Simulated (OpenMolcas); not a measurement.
**Cu²⁺ among point charges: CASSCF and CASPT2 levels and susceptibility**

Aim: the splitting of the states of Cu²⁺ in the field of 4 point charges, its lowest levels with spin-orbit coupling and its magnetic susceptibility.

The numbers are computed with OpenMolcas 26.06 (state-averaged CASSCF and CASPT2, spin-orbit coupling by RASSI with atomic mean-field integrals), except any that are marked as measured or tabulated.

## 1. The atom as given

* Species: Cu²⁺ (copper, Z = 29, 27 electrons)
* Basis: ANO-RCC-VDZP [5s4p2d1f], 34 functions
* Scalar Hamiltonian: DKH2, point nucleus
* Inactive shells: 1s 2s 2p 3s 3p
* Active space: 9 electrons in 5 orbitals (3d)
* Some configurations of this space: 3d⁹
* Orbitals: optimised for each spin and parity, averaged over all roots

Outer shells as boxes (Hund's rule):

3d9
```
3d [↑↓][↑↓][↑↓][↑↓][↑ ]
```

The ion sits among 4 point charges of -1 e arranged as a tetrahedron (Td), 1.96 Å from the ion.

The work runs as a chain of OpenMolcas steps in one folder; each step below is one input file. Labels, J, g values, rates, χT and fits are worked out afterwards by a script from the matrices that RASSI stores.

## 2. Basis and integrals

a.inp reads:

```
&GATEWAY
Coord
1

Cu 0.0 0.0 0.0
Basis=ANO-RCC-VDZP
Group=NoSym
NoMove
AngMom=0.0 0.0 0.0
AMFI
XField
4 Angstrom 0
1.131607 1.131607 1.131607 -1.000000
1.131607 -1.131607 -1.131607 -1.000000
-1.131607 1.131607 -1.131607 -1.000000
-1.131607 -1.131607 1.131607 -1.000000
&SEWARD
```

The run is started by

```bash
OMP_NUM_THREADS=1 MOLCAS_MEM=1689 MOLCAS_PROJECT=a pymolcas a.inp > a.log
```

The log of the run:

```text
Basis set label: CU.ANO-RCC...5S4P2D1F.

      Electronic valence basis set:
      ------------------
      Associated Effective Charge  29.000000 au
      Associated Actual Charge     29.000000 au
      Nuclear Model: Point charge

      Shell  nPrim  nBasis  Cartesian Spherical Contaminant
         s      21       5        X
         p      15       4        X
         d      10       2                 X
         f       6       1                 X
                  Relativistic Douglas-Kroll-Hess integrals:
                    - DKH order of Hamiltonian: 2
                    - DKH order of Properties : 0
                  Atomic mean-field integrals
```

## 3. CASSCF: doublets, 5 roots

a.inp reads:

```
&RASSCF
FileOrb=start.orb
Symmetry=1
Spin=2
nActEl=9 0 0
Inactive=9
Ras2=5
CIRoot=5 5 1
SDav=5
CIMx=300
Iter=120 100
PrWF=0.3
OrbListing=Nothing
MaxOrb=0
>>> COPY $Project.JobIph JOB001
```

start.orb holds the contracted functions of the basis, ordered by shell, or the orbitals of the step before.

The log of the run, shortened:

```text
[...]
      Number of active orbitals                  5
[...]
      Spin quantum number                      0.5
[...]
      Active orbitals                            5
[...]
      Number of CSFs                             5
      Number of root(s) required                 5
[...]
      Convergence after 55 iterations
[...]
      Natural orbitals and occupation numbers for root  1
      sym 1:   1.000000   2.000000   2.000000   2.000000   2.000000
      Natural orbitals and occupation numbers for root  2
      sym 1:   2.000000   2.000000   2.000000   1.000000   2.000000
      Natural orbitals and occupation numbers for root  3
      sym 1:   2.000000   1.000000   2.000000   2.000000   2.000000
::    RASSCF root number  1 Total energy:  -1654.37039866
::    RASSCF root number  2 Total energy:  -1654.37039866
::    RASSCF root number  3 Total energy:  -1654.37039866
::    RASSCF root number  4 Total energy:  -1654.36684426
::    RASSCF root number  5 Total energy:  -1654.36684426
```

## 4. RASSI: spin-orbit coupling between the states

a.inp reads:

```
&RASSI
NrOfJobIphs=1 5
1 2 3 4 5
IphNames
JOB001
EJob
SpinOrbit
DIPRint=1.0
SOCoupling=1000.0
Subsets=2
Property=9
'ANGMOM' 1 'ANGMOM' 2 'ANGMOM' 3 'MLTPL  1' 1 'MLTPL  1' 2 'MLTPL  1' 3
'AMFI' 1 'AMFI' 2 'AMFI' 3
SOProperty=3
'ANGMOM' 1 'ANGMOM' 2 'ANGMOM' 3
```

The run is started by

```bash
OMP_NUM_THREADS=1 MOLCAS_MEM=1689 MOLCAS_PROJECT=a pymolcas a.inp > a.log
```

The log of the run:

```text
SPIN-FREE ENERGIES:
  (Shifted by EMIN (a.u.) =      -1654.3703986596)

 SF State       Relative EMIN(au)   Rel lowest level(eV)    D:o, cm**(-1)      L_eff

     1             0.0000000000        0.0000000000              0.0000         2.0
     2             0.0000000000        0.0000000000              0.0000         2.0
     3             0.0000000000        0.0000000000              0.0000         2.0
     4             0.0035544028        0.0967202276            780.1012         2.0
     5             0.0035544028        0.0967202276            780.1012         2.0
     Dipole printing threshold changed to   1.00000000E+00

++ Dipole transition strengths (spin-free states):
   -----------------------------------------------
     for osc. strength at least  1.00000000E+00

  ( Max oscillator strength is only    1.3070685102981304E-007 )
--
Eigenvalues of complex Hamiltonian:
   -----------------------------------
  (Shifted by EMIN (a.u.) =      -1654.3703986596)

 SO State       Relative EMIN(au)   Rel lowest level(eV)    D:o, cm**(-1)     J-value

     1            -0.0038655767        0.0000000000              0.0000         2.0
     2            -0.0038655767        0.0000000000              0.0000         2.0
     3            -0.0020428636        0.0495985500            400.0393         2.3
     4            -0.0020428636        0.0495985500            400.0393         2.3
     5            -0.0020428636        0.0495985500            400.0393         1.5
     6            -0.0020428636        0.0495985500            400.0393         1.5
     7             0.0075300547        0.3100909273           2501.0520         1.5
     8             0.0075300547        0.3100909273           2501.0520         1.5
     9             0.0075300547        0.3100909273           2501.0520         0.8
    10             0.0075300547        0.3100909273           2501.0520         0.8
Weights of the five most important spin-orbit-free states for each spin-orbit state.

 SO State  Total energy (au)           Spin-free states, spin, and weights
 -------------------------------------------------------------------------------------------------------
    1        -0.003866       2 0.5  0.3333    1 0.5  0.3333    3 0.5  0.3333    5 0.5  0.0000    4 0.5  0.0000
    2        -0.003866       2 0.5  0.3333    1 0.5  0.3333    3 0.5  0.3333    5 0.5  0.0000    4 0.5  0.0000
    3        -0.002043       3 0.5  0.3737    5 0.5  0.3683    1 0.5  0.1272    2 0.5  0.0838    4 0.5  0.0470
    4        -0.002043       3 0.5  0.3703    5 0.5  0.3623    1 0.5  0.1265    2 0.5  0.0879    4 0.5  0.0530
    5        -0.002043       4 0.5  0.3763    2 0.5  0.3216    1 0.5  0.2453    5 0.5  0.0390    3 0.5  0.0178
    6        -0.002043       4 0.5  0.3543    2 0.5  0.2863    1 0.5  0.2806    5 0.5  0.0610    3 0.5  0.0178
    7         0.007530       5 0.5  0.5820    3 0.5  0.2101    1 0.5  0.1516    2 0.5  0.0536    4 0.5  0.0027
    8         0.007530       5 0.5  0.5840    3 0.5  0.2131    1 0.5  0.1523    2 0.5  0.0500    4 0.5  0.0007
    9         0.007530       4 0.5  0.5843    2 0.5  0.2265    1 0.5  0.1229    3 0.5  0.0659    5 0.5  0.0004
   10         0.007530       4 0.5  0.5817    2 0.5  0.2236    1 0.5  0.1270    3 0.5  0.0647    5 0.5  0.0030
 -------------------------------------------------------------------------------------------------------
```

These steps: 6.8 s of run time, 1 thread of Intel Xeon Platinum 8488C (Sapphire Rapids), shared host.

Spin-free states, with their symmetry labels:

```tsv
state	degeneracy	E (cm-1)	free-ion L (%)
2T2	3	0	D (100)
2E	2	780	D (100)
```

With spin-orbit coupling:

| E (cm-1) | Degeneracy | Label | 2S+1 | g |
| --- | --- | --- | --- | --- |
| 0.0 | 2 | Γ7 | 2 | 2.00 2.00 2.00 |
| 400.0 | 4 | Γ8 | 2 |  |
| 2501 | 4 | Γ8 | 2 |  |

Principal g values are given for doublets only; a zero marks a field direction without first-order Zeeman splitting.

Powder χT (cm³ K/mol): 0.38 at 2 K, 0.40 at 5 K, 0.42 at 10 K, 0.46 at 20 K, 0.59 at 50 K, 0.81 at 100 K, 1.00 at 150 K, 1.16 at 200 K, 1.26 at 250 K, 1.34 at 300 K.

A ligand-field fit to the states below 45000 cm-1 gives 10Dq = -780 cm-1, the gap between the two states.

Orbitals of the lowest block (energies include the constant potential of the surroundings):

```tsv
shell	space	energy (hartree)	mean occupation	⟨r²⟩ (bohr²)
1s	inactive	-332.3624	2.000	0.00362
2s	inactive	-41.5798	2.000	0.0646
2p	inactive	-35.7237	6.000	0.0521
3s	inactive	-5.1018	2.000	0.582
3p	inactive	-3.2990	6.000	0.657
3d	RAS2		9.000	1.17
```

## 5. CASPT2: IPEA 0.25, imaginary shift 0.1 (closed shells correlated: 3s 3p)

a.inp reads:

```
>>> COPY JOB001 $Project.JobIph
&CASPT2
Multistate=5 1 2 3 4 5
NoMult
Frozen=5
IPEA=0.25
Imaginary=0.1
MaxIter=60
WThr=0.0 0.3 0.05
PrWF=0.5
NoMix
```

The log of the run:

```text
Orbital specifications:
      -----------------------

      Symmetry species                           1
                                                 a
      Frozen orbitals                            5
      Inactive orbitals                          4
      Active orbitals                            5
      Secondary orbitals                        20
      Deleted orbitals                           0
      Number of basis functions                 34
Type of calculation                        SS-CASPT2
      Fock operator                              state-specific
      IPEA shift                                 0.25
      Real shift                                 0.00
      Imaginary shift                            0.10
      The input orbitals will be transformed to quasi-canonical
Reference energy:       -1654.3703986596
      E2 (Non-variational):      -0.5253776379
      Shift correction:          -0.0001211154
      E2 (Variational):          -0.5254987533
      Total energy:           -1654.8958974129
      Residual norm:              0.0000005887
      Reference weight:           0.93206
      Contributions to the CASPT2 correlation energy
      Active & Virtual Only:         -0.3013576527
      One Inactive Excited:          -0.1745928625
      Two Inactive Excited:          -0.0494271227
Reference energy:       -1654.3703986596
      E2 (Non-variational):      -0.5255374728
      Shift correction:          -0.0001213357
      E2 (Variational):          -0.5256588084
      Total energy:           -1654.8960574681
      Residual norm:              0.0000006723
      Reference weight:           0.93201
      Contributions to the CASPT2 correlation energy
      Active & Virtual Only:         -0.3013824695
      One Inactive Excited:          -0.1747018263
      Two Inactive Excited:          -0.0494531770
::    CASPT2 Root  1     Total energy:  -1654.89589741
::    CASPT2 Root  2     Total energy:  -1654.89605747
::    CASPT2 Root  3     Total energy:  -1654.89590192
::    CASPT2 Root  4     Total energy:  -1654.89167233
::    CASPT2 Root  5     Total energy:  -1654.89166963
```

This run took 0.98 s in all on 1 thread of Intel Xeon Platinum 8488C (Sapphire Rapids), shared host.

SS-CASPT2: lowest energy less the reference's lowest, -0.5256 hartree; reference weights 0.932.

Spin-free states, with their symmetry labels:

```tsv
state	degeneracy	E (cm-1)	free-ion L (%)
2T2	3	0	D (100)
2E	2	940	D (100)
```

With spin-orbit coupling:

| E (cm-1) | Degeneracy | Label | 2S+1 | g |
| --- | --- | --- | --- | --- |
| 0 | 2 | Γ7 | 2 | 2.00 2.00 2.00 |
| 460 | 4 | Γ8 | 2 |  |
| 2600 | 4 | Γ8 | 2 |  |

Powder χT (cm³ K/mol): 0.38 at 2 K, 0.39 at 5 K, 0.41 at 10 K, 0.45 at 20 K, 0.56 at 50 K, 0.75 at 100 K, 0.93 at 150 K, 1.08 at 200 K, 1.19 at 250 K, 1.27 at 300 K.

A ligand-field fit to the states below 45000 cm-1 gives 10Dq = -940 cm-1, the gap between the two states.

## 6. The methods side by side

A. CASSCF
B. SS-CASPT2, IPEA 0.25, imaginary shift 0.1 (closed shells correlated: 3s 3p)

```tsv
method	ground state	first state of that spin (cm-1)	first gap with spin-orbit (cm-1)	χT at 300 K
A	2T2	2E 780.1	400.0	1.34
B	2T2	2E 939.6	463.4	1.27
```

## 7. Summary of results

| quantity | value |
| --- | --- |
| method | SS-CASPT2, IPEA 0.25, imaginary shift 0.1 (closed shells correlated: 3s 3p) |
| spin-free ground state | 2T2, 3-fold in its orbital part |
| first state of the same spin within the active space | 2E at 940 cm⁻¹ |
| lowest level | 2-fold Γ7, g = 2.00, 2.00, 2.00 |
| next level | 463.4 cm⁻¹ |
| χT at 300 K | 1.27 cm³ K/mol |
| effective moment at 300 K | 3.19 μB |

Cost by method:

```tsv
method	time of its own steps	time with the reference
A. CASSCF	6.8 s	6.8 s
B. SS-CASPT2, IPEA 0.25, imaginary shift 0.1, +3s 3p	0.98 s	7.8 s
```

Times are of one thread on a shared host.

What this shows: The spin-free ground state (2T2) comes to 100 % from free-ion D terms and keeps the highest spin of the shell. χT at 300 K is 1.27, against 0.38 cm³ K/mol for the spin alone, so orbital moment adds to it. A ligand-field fit to the states below 45000 cm-1 gives 10Dq = -940 cm-1, the gap between the two states. CASPT2 does not keep the components of a term degenerate, and the means are used. The field of point charges can differ much from that of real complexes. This is an electrostatic model: the charges have no orbitals.
